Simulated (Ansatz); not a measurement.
**TaWC2 under changes of volume**

One of the cells (10.916 Å³/atom); the others are scaled copies at fixed shape and fractional positions:

```xyz
4
Lattice="1.5719 0.9075 5.1016 -1.5719 0.9075 5.1016 0.0000 -1.8150 5.1016" Properties=species:S:1:pos:R:3 pbc="T T T"
W     0.0000    0.0000    0.0000
Ta    0.0000    0.0000    7.6524
C     0.0000    0.0000    3.8405
C     0.0000    0.0000   11.4644
```

The cell comes from a database or a generator and needn't be the stable form of this composition.

| Quantity | Value |
| --- | --- |
| Program | Ansatz 0.2.0 |
| Functional | PBEsol |
| Potentials or basis | Ansatz PAW |
| Cutoff | 420 eV (not typed: the program's choice for these potentials) |
| k mesh | 10 × 10 × 10 |
| Occupations | fermi-dirac, width 0.05 eV |
| Spin | no spin polarisation |

```tsv
volume (Å³/atom)	energy over the lowest point (meV/atom)	pressure (GPa)	largest force (eV/Å)
10.261	?	?	?
10.479	0.00	3.5	0.090
10.698	0.55	-4.1	0.086
10.916	10.82	-10.8	0.081
11.134	29.82	-16.9	0.076
11.353	56.66	-22.3	0.072
11.571	90.52	-27.2	0.067
```

**Question.** What does the run at 10.261 Å³/atom give?

**Answer.** Energy over the lowest point 10.31 meV/atom; pressure 11.9 GPa; largest force 0.094 eV/Å.

Worked out: A Birch-Murnaghan fit of order 3 (a polynomial in V^(-2/3)) to the other rows has its minimum at 10.58 Å³/atom with B0 = V·E''(V) = 366 GPa and B' = 4.2 at fixed shape and positions, which overstates the stiffness. It gives 10.24 meV/atom at 10.261 Å³/atom, against the run's 10.31, and -dE/dV = 11.8 GPa, against 11.9.

Energies are extrapolated to zero smearing.

Caveats: the PAW data sets come from PBE, with cores solved anew for the run's functional, which leaves a small shift of forces and pressure.
